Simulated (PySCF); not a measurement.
**SeI: bond curves at several levels of theory**

One job finds the state of SeI, follows it along the bond with each method and fits the curves.

Program: PySCF 2.14.0. Level of theory: Se def2-TZVPP, I def2-TZVPP with ECP28, scalar-relativistic core potentials. These are calculated values, not measurements.

### Step 1. Set-up

Settings of the job:

* atoms: Se, I
* charge: 0
* basis: Se def2-TZVPP, I def2-TZVPP with ECP28
* Hamiltonian: scalar-relativistic core potentials
* basis functions: 98
* electrons treated: 59
* masses in u: 79.9165, 126.9045
* levels: PBE0, PBE, r²SCAN, M06-L, LDA, BLYP, B2PLYP, CAM-B3LYP, HF, MP2, SCS-MP2, CCSD, CCSD(T)
* grid: 80 radial by 434 angular points
* occupations: held fixed by the projection of orbital angular momentum
* dissociation limit: Se + I, each in its ground configuration
* starting distance in angstrom: 2.425
* values of 2S to try: 1, 3

The run is started by

```sh
> OMP_NUM_THREADS=2 python dia.py task.json out
```

The runs that follow: PBE0 along the bond; Other states along the same grid; PBE; r²SCAN; M06-L (meta-GGA); LDA; BLYP; B2PLYP (double hybrid); CAM-B3LYP (range-separated hybrid); UHF (mean field); MP2 and coupled cluster.

**Question.** What will these runs give? Wanted: for each run, Re; ωe; De; μ.

As calculated:

Lowest PBE0 solution found, without spin–orbit coupling: ²Π (doublet), unpaired electrons π ↑. State 2 has its PBE0 minimum 1.33 eV higher. The other levels ran on the lowest alone.

```csv
level,Re (Å),ωe (cm⁻¹),De (eV),μ (D)
UHF,2.476,271.1,0.69,-0.12
UHF-CCSD,2.459,269.2,1.84,n/a
UHF-CCSD(T),2.463,266.0,2.02,n/a
LDA,2.429,283.1,3.27,0.86
PBE,2.466,267.4,2.60,0.73
BLYP,2.503,250.8,2.38,0.71
r²SCAN,2.451,273.8,2.39,0.63
M06-L,2.458,268.3,2.45,0.81
PBE0,2.442,279.2,2.33,0.52
CAM-B3LYP,2.451,274.9,2.08,0.41
B2PLYP,2.458,271.1,2.17,0.24
```

De is counted to Se + I in their ground configurations. A positive dipole means Se(−)I(+). No constants: UHF-MP2 (the points don't follow one smooth fit); UHF-SCS-MP2 (the points don't follow one smooth fit).

Differences from CCSD(T) in the same basis:

```csv
level,Re (mÅ),ωe (%)
UHF,+13,+1.9
UHF-CCSD,-4,+1.2
LDA,-34,+6.4
PBE,+3,+0.5
BLYP,+41,-5.7
r²SCAN,-11,+2.9
M06-L,-5,+0.9
PBE0,-20,+4.9
CAM-B3LYP,-12,+3.3
B2PLYP,-4,+1.9
```

In words: Against CCSD(T) in the same basis, the bond length is nearest at PBE (+3 mÅ) and farthest at BLYP (+41 mÅ); the wavenumber is nearest at PBE (+0.5 %) and farthest at LDA (+6.4 %). Of the levels with a De here, UHF gives the least (0.69 eV) and LDA the most (3.27 eV).

Correlated steps freeze 13 core orbitals. These are scalar-relativistic numbers at best; spin–orbit coupling would shift them, the dissociation energy most. B2PLYP dipoles, levels and charges come from its SCF part alone. At some levels the lowest empty orbital lies below the highest filled one (the two can be of opposite spin). With spin–orbit coupling the term label itself may not hold.
